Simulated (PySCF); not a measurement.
# AsGeH₇OSi: runs on many settings

Aim: see how AsGeH₇OSi (`[SiH3][O][GeH2][AsH2]`) answers to the choice of functional, basis, grid and SCF options, and what happens with inputs that are wrong on purpose.

The runs use PySCF 2.14.0, with density-fitted response routines of our own; the level of theory stands in each step. All values are computed, except where a source is named. Atoms count from 0, in the outputs and in this text.

## 1. The molecule as given

11 atoms, charge 0, multiplicity 1; geometry from: GFN2-xTB.

Bonds of the start (Å): Si0–O1 1.62, O1–Ge2 1.77, Ge2–As3 2.39, Si0–H4 1.47, Si0–H5 1.47, Si0–H6 1.46, Ge2–H7 1.52, Ge2–H8 1.53, As3–H9 1.50, As3–H10 1.50.

## 2. Nuclear shieldings: PBE0/pcSseg-1

What the job is given:

```
{"job": {"kind": "nmr", "xc": "PBE0", "basis": "pcSseg-1"}, "charge": 0, "multiplicity": 1}
Si    -1.656955    -0.734834     0.264040
O     -0.700094     0.547511     0.487083
Ge     0.762254     1.333790    -0.114616
As     2.470240    -0.276970    -0.547146
H     -2.235002    -0.690766    -1.083162
H     -0.861297    -1.965334     0.400822
H     -2.646294    -0.594684     1.326037
H      0.988860     2.345511     1.001298
H      0.250387     2.148110    -1.303698
H      1.464381    -1.165686    -1.220719
H      2.168944    -0.943978     0.764097
```

Level: GIAO PBE0/pcSseg-1 NMR shielding, non-relativistic, gas phase.

Started as:

```console
$ OMP_NUM_THREADS=1 python probes_run.py task.json out
```

This one command runs all jobs of the session in turn.

Log:

```text
coarse grid: 43648 points
cycle   1  E = -4680.4672108292  dE = -1.268e+00  |g| = 1.337e+00  |ddm| = 3.176e+00
cycle   2  E = -4680.0672497109  dE =  4.000e-01  |g| = 1.869e+00  |ddm| = 2.041e+00
cycle   3  E = -4680.6017331641  dE = -5.345e-01  |g| = 4.202e-01  |ddm| = 1.738e+00
cycle   4  E = -4680.6329159297  dE = -3.118e-02  |g| = 9.677e-02  |ddm| = 3.326e-01
cycle   5  E = -4680.6337535065  dE = -8.376e-04  |g| = 2.625e-02  |ddm| = 7.452e-02
cycle   6  E = -4680.6338317662  dE = -7.826e-05  |g| = 4.864e-03  |ddm| = 2.095e-02
cycle   7  E = -4680.6338339204  dE = -2.154e-06  |g| = 1.170e-03  |ddm| = 4.866e-03
final grid: 86856 points
cycle   8  E = -4680.6338344253  dE = -4.920e-08  |g| = 1.495e-03  |ddm| = 3.228e-03
cycle   9  E = -4680.6338343291  dE =  9.627e-08  |g| = 1.861e-03  |ddm| = 3.131e-03
cycle  10  E = -4680.6338347303  dE = -4.012e-07  |g| = 1.281e-04  |ddm| = 1.522e-03
cycle  11  E = -4680.6338347333  dE = -3.045e-09  |g| = 3.682e-05  |ddm| = 1.376e-04
cycle  12  E = -4680.6338347335  dE = -2.401e-10  |g| = 6.286e-06  |ddm| = 2.999e-05
converged SCF energy = -4680.6338347335

GIAO shielding tensors (ppm)
atom      isotropic    diamagn.    paramagn.     s11        s22        s33       span
  0 Si     393.415     880.293    -486.878    347.222    362.659    470.364    123.142
  1 O      324.136     403.374     -79.239    206.839    361.534    404.035    197.197
  2 Ge    1330.649    2754.593   -1423.944   1118.461   1325.040   1548.445    429.984
  3 As    1939.845    2878.923    -939.077   1854.691   1959.553   2005.293    150.602
  4 H       26.685      29.924      -3.238     23.219     24.603     32.234      9.015
  5 H       26.538      30.683      -4.146     22.417     26.263     30.932      8.515
  6 H       26.609      29.378      -2.769     22.772     24.480     32.575      9.803
  7 H       25.858      27.790      -1.932     18.729     21.623     37.222     18.493
  8 H       25.789      28.042      -2.253     18.885     21.633     36.849     17.965
  9 H       29.306      30.592      -1.286     21.845     24.776     41.297     19.452
 10 H       29.292      30.084      -0.792     22.177     24.343     41.356     19.178
```

It took 39 s on 1 thread of Arm Neoverse N1, shared host; peak memory 0.83 GiB.

The references, computed at this level on geometries of the same kind, shield at (ppm): 1H TMS 31.72, 29Si TMS 349.2, 17O H2O 336.1, 73Ge GeMe4 1331, 75As AsH3 1989. Their shielding less the atom's gives the shift. The references are single molecules in the gas phase, so shifts against H2O, NH3, PH3, H3PO4 or CFCl3 are not on the usual liquid scales and can be off by tens of ppm. Shifts against hydride references such as AlH4− lie on their own scale. Atoms listed in one row are averaged.

| atoms | environment | σ (ppm) | δ (ppm) |
| --- | --- | --- | --- |
| H7, H8 | hydrogen on a germanium bonded to As, O | 25.82 | 5.89 |
| H4, H5, H6 | hydrogen on a silicon bonded to O | 26.61 | 5.11 |
| H9, H10 | hydrogen on an arsenic bonded to Ge | 29.30 | 2.42 |
| Si0 | silicon bonded to O, 3 H | 393.4 | -44.3 |
| O1 | oxygen bonded to Ge, Si | 324.1 | 11.9 |
| Ge2 | germanium bonded to As, O, 2 H | 1331 | 0 |
| As3 | arsenic bonded to Ge, 2 H | 1940 | 49 |

Charges from the same density, by scheme (e):

| atoms | Mulliken | IAO | Hirshfeld | ESP fit |
| --- | --- | --- | --- | --- |
| Si0 | 0.72 | 0.88 | 0.36 | 0.62 |
| O1 | -0.83 | -0.86 | -0.33 | -0.51 |
| Ge2 | 0.64 | 0.67 | 0.35 | 0.49 |
| As3 | -0.28 | -0.03 | 0.06 | -0.22 |

Mayer bond orders: Si0–O1 0.98, O1–Ge2 0.74, Ge2–As3 0.96.

The fields below are evaluated on a grid from the run's orbitals.

Frontier orbitals at PBE0/pcSseg-1, with the share of their density that lies nearest to each atom:

```csv
orbital,energy (eV),lies on
HOMO,-7.72,As3 44 %; O1 22 %; Ge2 10 %
LUMO,0.00,"As3 34 %; Ge2 24 %; H7, H8 about 13 % each"
```

ELF in a plane through or near 4 of the atoms.

Values, 10 rows by 14 columns:
```
0.00 0.00 0.00 0.00 0.00 0.00 0.00 0.00 0.00 0.00 0.00 0.00 0.00 0.00
0.00 0.00 0.00 0.00 0.01 0.02 0.01 0.00 0.00 0.00 0.00 0.00 0.00 0.00
0.00 0.00 0.00 0.02 0.19 0.23 0.07 0.01 0.03 0.00 0.00 0.00 0.00 0.00
0.00 0.00 0.00 0.03 0.36 0.18 0.13 0.60 0.70 0.11 0.18 0.19 0.01 0.00
0.00 0.00 0.04 0.14 0.33 0.65 0.20 0.79 0.83 0.10 0.75 0.73 0.09 0.00
0.00 0.06 0.67 0.76 0.49 0.77 0.21 0.28 0.19 0.85 0.17 0.37 0.03 0.00
0.00 0.25 0.93 0.51 0.73 0.20 0.18 0.01 0.97 0.99 0.51 0.04 0.00 0.00
0.04 0.08 0.83 0.86 0.47 0.34 0.15 0.01 0.98 1.00 0.76 0.01 0.00 0.00
0.02 0.01 0.16 0.31 0.15 0.06 0.02 0.00 0.15 0.38 0.02 0.00 0.00 0.00
0.00 0.00 0.00 0.00 0.00 0.00 0.00 0.00 0.00 0.00 0.00 0.00 0.00 0.00
```
The map spans 10.9 Å across and 9.0 Å up, centred on the molecule. Atoms in the plane (x, y in Å): Si0 (1.8, -0.1), Ge2 (-1.2, 1.0), As3 (-2.3, -1.2), H5 (1.6, -1.5).

log10 of the density (e/Å³) in the same plane.

Ten even steps from ' ' (-4.0) to '@' (2.0):
```
                                                        
                  ......                                
            ....::::::::::....                          
          ....::----------::::....                      
        ....::----======--------::::..........          
        ..::::--==++++++==========----::::::::..        
        ..::--==++****##**++++**++======------::....    
      ..::----==++##@@@@##**####**++++++======--::..    
    ..::::--====++##@@@@##**######**++++++++==--::....  
    ..::--====++++************##**##%%##**++==--::....  
  ..::--==++++********++++++++++++##@@%%++++==--::..    
..::::--==++**##%%****++======++++******++====--::..    
..::::--==++**%%@@##**++========++****++++==--::..      
::::::--==++**##%%****++==----==++****++==--::....      
::::::--====++++++++++====------==++++==--::::..        
::::::::--==============----::----====--::::..          
::....::::--------------::::::::::::::::::..            
..........::::::::::::::..................              
            ..........                                  
                                                        
```
The map spans 10.9 Å across and 9.0 Å up, centred on the molecule. Atoms in the plane (x, y in Å): Si0 (1.8, -0.1), Ge2 (-1.2, 1.0), As3 (-2.3, -1.2), H5 (1.6, -1.5).

On the surface of density 0.002 e/bohr³ the electrostatic potential runs, from the 1st to the 99th percentile, from -1.09 V near O1 to 1.39 V near Ge2.

## 3. Ultraviolet spectrum: PBE0/def2-SVPD

Same as in step 2 but for these lines:

```diff
@@ -1,2 +1,2 @@
-{"job": {"kind": "nmr", "xc": "PBE0", "basis": "pcSseg-1"}, "charge": 0, "multiplicity": 1}
+{"job": {"kind": "uv", "xc": "PBE0", "basis": "def2-SVPD", "nstates": 6, "ntriplets": 2}, "charge": 0, "multiplicity": 1}
 Si    -1.656955    -0.734834     0.264040
```

Level: TDDFT PBE0/def2-SVPD, vertical, gas phase, core orbitals frozen in the response.

Log:

```text
coarse grid: 43648 points
cycle   1  E = -4680.3038003919  dE = -1.121e+00  |g| = 8.490e-01  |ddm| = 4.142e+00
cycle   2  E = -4679.9376994847  dE =  3.661e-01  |g| = 1.583e+00  |ddm| = 2.580e+00
cycle   3  E = -4680.4224021316  dE = -4.847e-01  |g| = 1.641e-01  |ddm| = 1.884e+00
cycle   4  E = -4680.4269965491  dE = -4.594e-03  |g| = 5.949e-02  |ddm| = 2.900e-01
cycle   5  E = -4680.4274727969  dE = -4.762e-04  |g| = 1.168e-02  |ddm| = 7.153e-02
cycle   6  E = -4680.4274905115  dE = -1.771e-05  |g| = 1.305e-03  |ddm| = 1.516e-02
cycle   7  E = -4680.4274908434  dE = -3.318e-07  |g| = 4.156e-04  |ddm| = 3.298e-03
final grid: 86856 points
cycle   8  E = -4680.4274783507  dE = -1.027e-07  |g| = 5.112e-04  |ddm| = 6.113e-03
cycle   9  E = -4680.4274783170  dE =  3.376e-08  |g| = 6.910e-04  |ddm| = 1.946e-03
cycle  10  E = -4680.4274784079  dE = -9.096e-08  |g| = 1.100e-04  |ddm| = 1.018e-03
cycle  11  E = -4680.4274784103  dE = -2.349e-09  |g| = 1.798e-05  |ddm| = 1.430e-04
cycle  12  E = -4680.4274784103  dE = -6.366e-11  |g| = 4.563e-06  |ddm| = 2.816e-05
converged SCF energy = -4680.4274784103

Static polarisability (au): isotropic 92.412, principal 79.152 91.106 106.979

Singlet excitations
state   eV       nm        f      main configurations
  1   6.2894    197.1   0.01230   H->L+1 0.80, H->L 0.12
  2   6.3846    194.2   0.01328   H->L+2 0.57, H->L+3 0.30, H->L 0.10
  3   6.4952    190.9   0.04002   H->L 0.42, H->L+3 0.41
  4   6.5960    188.0   0.22030   H->L+2 0.27, H->L 0.25, H->L+3 0.24
  5   6.7676    183.2   0.03649   H-1->L+1 0.73, H-1->L+2 0.10
  6   6.9111    179.4   0.02047   H-1->L 0.96

Triplet excitations (Tamm-Dancoff, eV): 5.3469 5.6925
```

Wall time 46 s (1 thread of Arm Neoverse N1, shared host); peak memory 0.75 GiB.

Frontier orbitals and where they lie:

```csv
orbital,eV,atoms
HOMO−3,-9.48,"As3 28 %, Ge2 19 %, Si0 10 %"
HOMO−2,-8.81,"As3 27 %, Si0 18 %, O1 17 %"
HOMO−1,-8.28,"O1 40 %, Si0 14 %, H4 13 %"
HOMO,-7.69,"As3 48 %, O1 21 %, Ge2 12 %"
LUMO,-0.30,"As3 40 %, Ge2 24 %, H7 10 %"
LUMO+1,-0.15,"Ge2 31 %, As3 16 %, Si0 10 %"
LUMO+2,-0.02,"As3 38 %, H9 17 %, Ge2 13 %"
```

With each of the 6 states as a Gaussian band of 0.4 eV half-width at 1/e, the curve within the window shown has maxima at 188 nm (ε 13,000) L/(mol cm). Beyond the last state computed it falls off for lack of states. The curve at chosen wavelengths:

| nm | ε (L/mol/cm) |
| --- | --- |
| 172 | 1819 |
| 174 | 2948 |
| 176 | 4434 |
| 177 | 5294 |
| 179 | 7166 |
| 181 | 9074 |
| 183 | 10780 |
| 185 | 12053 |
| 186 | 12469 |
| 188 | 12799 |
| 190 | 12458 |
| 192 | 11533 |
| 194 | 10187 |
| 195 | 9416 |
| 197 | 7795 |
| 199 | 6203 |
| 201 | 4758 |
| 203 | 3528 |
| 204 | 3002 |
| 206 | 2125 |
| 208 | 1463 |
| 210 | 982 |
| 212 | 643 |
| 213 | 517 |
| 215 | 328 |
| 217 | 204 |

Leading natural transition orbitals of singlet state 4: the hole lies on As3 40 %; O1 26 %; Ge2 8 %; the particle on As3 22 %; H9, H10 about 12 % each; Ge2 12 %.

Leading natural transition orbitals of singlet state 1: the hole lies on As3 44 %; O1 22 %; Ge2 10 %; the particle on Ge2 19 %; H7 19 %; H8, H9 about 13 % each.

Further results of this job:

```
           property  computed
  dipole moment (D)      1.13
polarisability (Å³)     13.69
 HOMO–LUMO gap (eV)      7.38
      −ε(HOMO) (eV)      7.69
```

## 4. Nuclear shieldings: OLYP/pcseg-1

Same as in step 3 but for these lines:

```diff
@@ -1,2 +1,2 @@
-{"job": {"kind": "uv", "xc": "PBE0", "basis": "def2-SVPD", "nstates": 6, "ntriplets": 2}, "charge": 0, "multiplicity": 1}
+{"job": {"kind": "nmr", "xc": "OLYP", "basis": "pcseg-1", "pop": false, "grid": 1}, "charge": 0, "multiplicity": 1}
 Si    -1.656955    -0.734834     0.264040
```

Level: GIAO OLYP/pcseg-1 NMR shielding, non-relativistic, gas phase.

Log:

```text
final grid: 43648 points
cycle   1  E = -4682.3755912413  dE = -1.129e+00  |g| = 8.414e-01  |ddm| = 3.405e+00
cycle   2  E = -4681.3001746548  dE =  1.075e+00  |g| = 2.327e+00  |ddm| = 3.442e+00
cycle   3  E = -4682.5063282754  dE = -1.206e+00  |g| = 1.697e-01  |ddm| = 3.021e+00
cycle   4  E = -4682.5109222530  dE = -4.594e-03  |g| = 1.309e-01  |ddm| = 5.399e-01
cycle   5  E = -4682.5172114649  dE = -6.289e-03  |g| = 1.808e-02  |ddm| = 2.371e-01
cycle   6  E = -4682.5173256955  dE = -1.142e-04  |g| = 3.930e-03  |ddm| = 3.004e-02
cycle   7  E = -4682.5173303122  dE = -4.617e-06  |g| = 1.029e-03  |ddm| = 6.572e-03
cycle   8  E = -4682.5173306699  dE = -3.578e-07  |g| = 2.892e-04  |ddm| = 1.859e-03
cycle   9  E = -4682.5173307014  dE = -3.144e-08  |g| = 4.806e-05  |ddm| = 5.518e-04
cycle  10  E = -4682.5173307021  dE = -7.349e-10  |g| = 1.598e-05  |ddm| = 9.670e-05
converged SCF energy = -4682.5173307021

GIAO shielding tensors (ppm)
atom      isotropic    diamagn.    paramagn.     s11        s22        s33       span
  0 Si     385.628     880.991    -495.363    336.806    354.446    465.633    128.828
  1 O      305.245     397.729     -92.483    197.500    339.803    378.433    180.933
  2 Ge    1374.412    2754.336   -1379.924   1169.776   1376.187   1577.274    407.498
  3 As    1876.191    2877.963   -1001.771   1778.712   1919.925   1929.937    151.225
  4 H       26.674      30.311      -3.637     23.121     24.538     32.363      9.243
  5 H       26.502      31.120      -4.618     22.325     26.164     31.019      8.693
  6 H       26.664      29.721      -3.057     22.803     24.541     32.649      9.846
  7 H       26.005      28.141      -2.136     18.771     21.820     37.426     18.655
  8 H       25.913      28.404      -2.491     18.868     21.799     37.073     18.205
  9 H       29.506      30.824      -1.317     22.286     25.173     41.060     18.774
 10 H       29.545      30.223      -0.678     22.698     24.778     41.160     18.462
```

Run time: 20 s. Hardware: 1 thread of Arm Neoverse N1, shared host; peak memory 0.67 GiB.

This run: σ Si0 385.6, O1 305.2, Ge2 1374, As3 1876, H7 25.96, H4 26.61 ppm (means over like atoms).

## 5. TDDFT and polarisability: M06-2X/IGLO-II

Same as in step 4 but for these lines:

```diff
@@ -1,2 +1,2 @@
-{"job": {"kind": "nmr", "xc": "OLYP", "basis": "pcseg-1", "pop": false, "grid": 1}, "charge": 0, "multiplicity": 1}
+{"job": {"kind": "uv", "xc": "M06-2X", "basis": "IGLO-II", "nstates": 3, "ntriplets": 0, "tda": false, "grid": 0, "max_iter": 2, "scf": {"max_cycle": 65}}, "charge": 0, "multiplicity": 1}
 Si    -1.656955    -0.734834     0.264040
```

Level: M06-2X/IGLO-II.

Log:

```text
KeyError: 'Element ge (Z=32) not found in basis IGLO-II version 0'
```

It took 0.03 s on 1 thread of Arm Neoverse N1, shared host.

Diagnosis: The basis IGLO-II has no functions for an element of the molecule, so the input was refused before any integral. Cure: choose a basis that covers all elements.

## 6. Spin-spin couplings: revPBE/cc-pVTZ

Same as in step 5 but for these lines:

```diff
@@ -1,2 +1,2 @@
-{"job": {"kind": "uv", "xc": "M06-2X", "basis": "IGLO-II", "nstates": 3, "ntriplets": 0, "tda": false, "grid": 0, "max_iter": 2, "scf": {"max_cycle": 65}}, "charge": 0, "multiplicity": 1}
+{"job": {"kind": "j", "xc": "revPBE", "basis": "cc-pVTZ"}, "charge": 0, "multiplicity": 1}
 Si    -1.656955    -0.734834     0.264040
```

Method: revPBE/cc-pVTZ indirect spin-spin coupling, non-relativistic, gas phase.

Log:

```text
coarse grid: 43648 points
cycle   1  E = -4681.3417114623  dE = -9.718e-01  |g| = 1.155e+00  |ddm| = 6.072e+00
cycle   2  E = -4679.5883856175  dE =  1.753e+00  |g| = 2.962e+00  |ddm| = 4.423e+00
cycle   3  E = -4681.4877573321  dE = -1.899e+00  |g| = 4.779e-01  |ddm| = 3.807e+00
cycle   4  E = -4681.5312215041  dE = -4.346e-02  |g| = 2.155e-01  |ddm| = 8.693e-01
cycle   5  E = -4681.5389720105  dE = -7.751e-03  |g| = 7.271e-02  |ddm| = 3.059e-01
cycle   6  E = -4681.5400447834  dE = -1.073e-03  |g| = 1.528e-02  |ddm| = 1.046e-01
cycle   7  E = -4681.5401069668  dE = -6.218e-05  |g| = 3.601e-03  |ddm| = 2.596e-02
cycle   8  E = -4681.5401107513  dE = -3.784e-06  |g| = 8.951e-04  |ddm| = 6.799e-03
final grid: 86856 points
cycle   9  E = -4681.5400850061  dE =  1.653e-07  |g| = 1.651e-03  |ddm| = 8.212e-03
cycle  10  E = -4681.5400825488  dE =  2.457e-06  |g| = 3.814e-03  |ddm| = 7.150e-03
cycle  11  E = -4681.5400856845  dE = -3.136e-06  |g| = 4.287e-04  |ddm| = 4.596e-03
cycle  12  E = -4681.5400857422  dE = -5.764e-08  |g| = 5.852e-05  |ddm| = 7.244e-04
cycle  13  E = -4681.5400857429  dE = -7.203e-10  |g| = 1.014e-05  |ddm| = 8.555e-05
converged SCF energy = -4681.5400857429

Indirect spin-spin couplings (Hz)
  i      j    bonds     total        FC       PSO       DSO        SD
  0 Si   1 O    1    -17.184   -11.558    -5.976     0.088     0.261
  0 Si   4 H    1   -143.205  -144.009     1.180    -0.335    -0.040
  0 Si   5 H    1   -139.602  -140.351     1.131    -0.359    -0.023
  0 Si   6 H    1   -161.204  -161.926     1.118    -0.316    -0.080
  0 Si   7 H    3     -5.708    -5.790    -0.273     0.418    -0.062
  0 Si   8 H    3      0.147     0.107    -0.136     0.196    -0.021
  0 Si   9 H    4     -0.187    -0.021     0.083    -0.302     0.053
  1 O    4 H    2     -3.103    -3.122    -0.019     0.038         -
  1 O    5 H    2     -2.427    -2.433    -0.015     0.020         -
  1 O    6 H    2    -13.230   -13.141    -0.056    -0.032         -
  1 O    7 H    2    -10.612   -10.648    -0.074     0.110         -
  1 O    8 H    2     -3.324    -3.442    -0.067     0.184         -
  1 O    9 H    3     -1.309    -1.174     0.027    -0.163         -
  1 O   10 H    3     -1.229    -1.087     0.036    -0.179         -
  4 H    5 H    2      9.835    10.751     0.714    -1.630         -
  4 H    6 H    2      9.365    10.687     0.874    -2.197         -
  4 H    7 H    4     -1.157     0.120     0.788    -2.065         -
  4 H    8 H    4      0.821     0.335    -0.100     0.585         -
  4 H    9 H    5      1.039     0.006    -0.373     1.406         -
  4 H   10 H    5     -0.229    -0.037     0.325    -0.518         -
  5 H    6 H    2      7.735     8.933     0.816    -2.014         -
  5 H    7 H    4     -1.215    -0.145     0.674    -1.745         -
  5 H    8 H    4     -0.927     0.022     0.635    -1.584         -
  5 H    9 H    5      1.562    -0.338    -0.953     2.853         -
  5 H   10 H    5      1.428    -0.124    -0.754     2.305         -
  6 H    7 H    4     -0.513    -0.170     0.503    -0.846         -
  6 H    8 H    4     -0.471     0.160     0.659    -1.289         -
  6 H    9 H    5     -0.346    -0.145     0.404    -0.605         -
  7 H    8 H    2     11.328    13.906     0.704    -3.282         -
  7 H    9 H    3      4.321     7.513     0.918    -4.111         -
  7 H   10 H    3      0.318     0.769     0.160    -0.611         -
  8 H    9 H    3     -0.302     0.233     0.178    -0.713         -
  8 H   10 H    3      4.447     7.663     0.924    -4.140         -
  9 H   10 H    2    -10.705   -11.262     0.534     0.023         -
```

Wall time 81 s (1 thread of Arm Neoverse N1, shared host); peak memory 0.87 GiB.

The basis is not made for couplings: without tight functions at the nuclei these values are rough.

A choice of the couplings up to four bonds, sorted by the number of bonds, with means over like pairs; isotopes 1H, 17O, 29Si:

```
  pair  bonds  J (Hz)  Fermi contact (Hz)  dihedral (°)
Si0–H4      1  -148.0              -148.8             –
Si0–O1      1   -17.2               -11.6             –
 H7–H8      2    11.3                13.9             –
H9–H10      2   -10.7               -11.3             –
 H4–H5      2     9.0                10.1             –
 O1–H7      2    -7.0                -7.0             –
 O1–H4      2    -6.3                -6.2             –
Si0–H7      3    -2.8                -2.8             –
 H7–H9      3     2.2                 4.0             –
 O1–H9      3    -1.3                -1.1            45
```

The spin-dipole term was solved for some atoms only; pairs without it lack that part.

The response was solved for the nuclei of H, Si alone, so couplings that need other nuclei can be missing.

Quadrupole couplings from the field gradients of the same density:

| atom | isotope | eQq/h (MHz) | η |
| --- | --- | --- | --- |
| As3 | 75As | -124.3 | 0.13 |
| Ge2 | 73Ge | -58.8 | 0.42 |
| O1 | 17O | -6.560 | 0.28 |

Joined with the shifts from before (PBE0/pcSseg-1, unscaled), the couplings predict the line list below for 400 MHz. Couplings to quadrupolar nuclei are left out.

1H NMR δ 5.89 (t, J = 2.2 Hz, 2H), 5.11 (s, 3H), 2.42 (t, J = 2.2 Hz, 2H). The letters are first-order; like nuclei with unlike couplings give more lines.

## 7. Run by run: NMR shifts

Shifts (ppm), means over like atoms, with basis size and wall time:

```csv
run,H7,H4,H9,Si0,O1,functions,time
PBE0/pcSseg-1,5.89,5.11,2.42,-44.3,11.9,158,39 s
OLYP/pcseg-1,5.94,5.29,2.38,-63.0,32.5,121,20 s
```

## 8. What came out

| quantity | value |
| --- | --- |
| 1H shifts against TMS (PBE0/pcSseg-1, means over atoms taken as alike) | 5.89, 5.11, 2.42 ppm |
| 29Si shifts against TMS (PBE0/pcSseg-1) | -44.3 ppm |
| 17O shifts against H2O (PBE0/pcSseg-1) | 11.9 ppm |
| 73Ge shifts against GeMe4 (PBE0/pcSseg-1) | 0 ppm |
| 75As shifts against AsH3 (PBE0/pcSseg-1) | 49 ppm |
| surface potential, 1st and 99th percentile | -1.09 V and 1.39 V |
| lowest singlet (PBE0/def2-SVPD) | 6.29 eV (197 nm), f = 0.012 |
| brightest single state of those computed | state 4, 6.60 eV, f = 0.220 |
| lowest triplet | 5.35 eV |
| largest coupling of the table (revPBE/cc-pVTZ) | 1J(Si,H) Si0–H4, -148.0 Hz |
| range of the shift of O1 | 11.9 to 32.5 ppm |
| property runs in this session | 5, of which 1 failed and 0 gave unsound results |

Single values in the summary come from the first run of each kind that ended normally (PBE0/pcSseg-1; PBE0/def2-SVPD; revPBE/cc-pVTZ), which need not be the best level. At PBE0/pcSseg-1: The widest tensor belongs to Ge2: span 430 ppm, with a paramagnetic part of -1424 ppm. The first singlet state (HOMO→LUMO+1 0.80, HOMO→LUMO 0.12) lies at 6.29 eV and is weak; of the 6 states computed, the strongest absorption comes from state 4 at 6.60 eV. The lowest triplet lies 0.94 eV below the lowest singlet (triplets in Tamm-Dancoff, singlets in full TDDFT). Of the pairs tabulated at revPBE/cc-pVTZ, Si0–H4 (mean over like pairs) couples most strongly (-148.0 Hz; Fermi contact -148.8 Hz). Couplings across rotatable bonds belong to this one conformer; where others are populated, the observed values are averages. Among the atoms with a shift in every run: Across the 2 runs the shift of O1 moves most, between 11.9 (PBE0/pcSseg-1) and 32.5 ppm (OLYP/pcseg-1). Spin-orbit coupling is left out, which matters for shieldings and couplings at and beside the heavy atoms. Couplings from bases without tight functions are rough.
